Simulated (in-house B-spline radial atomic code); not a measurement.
**W: ionisation energy by several methods**

An exercise on one series of results from a longer session: the logs are not shown, and one member is left open.

The numbers are computed with in-house B-spline radial atomic code version 1 (scalar-relativistic (X2C), several functionals, spin-polarised; spherical all-electron atom at the radial basis limit), except any that are marked as measured or tabulated.

## What is computed

* element: tungsten (Z = 74)
* charge: 0
* electrons: 74
* configuration: [Xe] 4f14 5d4 6s2
* nucleus: Fermi, rms radius 5.366 fm

Outer shells as boxes (Hund's rule):

[Xe] 4f14 5d4 6s2
```
[Xe] core
4f [↑↓][↑↓][↑↓][↑↓][↑↓][↑↓][↑↓]
5d [↑ ][↑ ][↑ ][↑ ][  ]
6s [↑↓]
```

Where spins are not typed, each open shell is filled with up spins first.

Set-up of the first run:

Settings, as recorded:

```ini
Z = 74
electrons = 74.0
configuration = [Xe] 4f14 5d4 6s2
hamiltonian = x2c
method = tpss,tpss
spin_polarised = True
nucleus = fermi
rms_radius = 5.3658
mass_number = 184
atomic_mass = 183.95093318
speed_of_light = 137.035999084
```

Among the steps run: TPSS; LDA (VWN5); exchange-only LDA; AM05; M06-L; PW91.

One of the session's tables, all rows but one given; the rest of the session is left out.

```
           method  ΔSCF (eV)
       LDA (VWN5)      7.945
exchange-only LDA      6.271
             AM05          ?
             PW91      7.569
             TPSS      7.362
            M06-L      8.026
```

Estimate the missing values for AM05.

As computed: ΔSCF (eV): 7.466. In the column «ΔSCF (eV)» it lies between TPSS (7.362) and PW91 (7.569).
